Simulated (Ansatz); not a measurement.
# Al4Cu: the cost of one run

Computed with Ansatz 0.2.0 (DFT PBE, scalar-relativistic, plane waves, PAW, unless a step's input says otherwise).

1 further run of the same task is left out (set aside as unsound or not needed).

## (1) The system as given

The structure is tetragonal, space group I4/mmm (No. 139). The conventional cell has a = 2.833 Å, b = 2.833 Å, c = 19.113 Å, α = 90.00°, β = 90.00°, γ = 90.00°. Around Al (site symmetry 4mm) lie 4 Cu at 2.62 Å and 8 Al at 2.83 to 2.88 Å. Al (site symmetry 4mm) has 12 Al at 2.83 to 2.88 Å as nearest neighbours. Cu (site symmetry 4/mmm) is surrounded by 8 Al at 2.62 Å and 4 Cu at 2.83 Å.

Structure file:

```cif
data_structure
_symmetry_space_group_name_H-M 'I4/mmm'
_symmetry_Int_Tables_number 139
_cell_length_a 2.8332
_cell_length_b 2.8332
_cell_length_c 19.1127
_cell_angle_alpha 90.000
_cell_angle_beta 90.000
_cell_angle_gamma 90.000
_cell_volume 153.41
loop_
_atom_site_label
_atom_site_type_symbol
_atom_site_symmetry_multiplicity
_atom_site_Wyckoff_symbol
_atom_site_fract_x
_atom_site_fract_y
_atom_site_fract_z
_atom_site_occupancy
Al1 Al 4 e 0.50000 0.50000 0.08803 1
Al2 Al 4 e 0.00000 0.00000 0.19607 1
Cu1 Cu 2 a 0.00000 0.00000 0.00000 1
```

It is the end of an earlier relaxation with the same method, from a generated guess; it needn't be the stable form of this composition. At a tolerance of 0.05 Å it has space group I4/mmm (No. 139); it has 15.34 Å³/atom, an uncorrected energy of -0.07 eV/atom over the elements.

## (2) Static run: bands, density of states and charges

The input, input.yaml:

```yaml
crystal:
  lattice:
    - [-1.4165762, 1.4165762, 9.5563294]
    - [1.4165762, -1.4165762, 9.5563294]
    - [1.4165762, 1.4165762, -9.5563294]
  atoms:
    - { symbol: Al, position: [0.588035, 0.588035, 0.0] }
    - { symbol: Al, position: [0.196075, 0.196075, 0.0] }
    - { symbol: Al, position: [0.803925, 0.803925, 0.0] }
    - { symbol: Al, position: [0.411965, 0.411965, 0.0] }
    - { symbol: Cu, position: [0.0, 0.0, 0.0] }
basis:
  ecutwfc: 420
kpoints:
  mp_grid: { grid: [18, 18, 18] }
  band_path:
    path:
      - [[0.0, 0.0, 0.0], [0.0, 0.0, 0.5], [0.25, 0.25, 0.25], [0.0, 0.5, 0.0], [0.0, 0.0, 0.0], [0.5, 0.5, -0.5], [0.25549336, 0.74450664, -0.25549336]]
      - [[-0.25549336, 0.25549336, 0.25549336], [0.0, 0.0, 0.0]]
      - [[0.0, 0.0, 0.5], [-0.01098671, 0.01098671, 0.5]]
      - [[0.5, 0.5, -0.01098671], [0.5, 0.5, -0.5]]
    npoints: 14
hamiltonian:
  xc: pbe
scf:
  occupations: { method: gaussian, width: 0.1 }
  n_extra_bands: 12
output:
  forces: true
  stress: true
  eigenvalues: true
  populations: true
  dos: { projected: true, de: 0.02, nscf_kmesh: { grid: [22, 22, 22] } }
  bader: true
  write_density: true
  write_potential: true
  elf: true
  volumetric_format: npy
```

Run with:

```bash
> ansatz run input.yaml --threads 1 --pin off --max-ram 3072MiB --backend cpu --events-out ev --progress --plain --runs-dir out
```

Q: Estimate wall time and peak memory on 1 thread of Intel Xeon 6975P-C (Granite Rapids), shared host.

About 95 s, with a peak of 1.4 GiB.
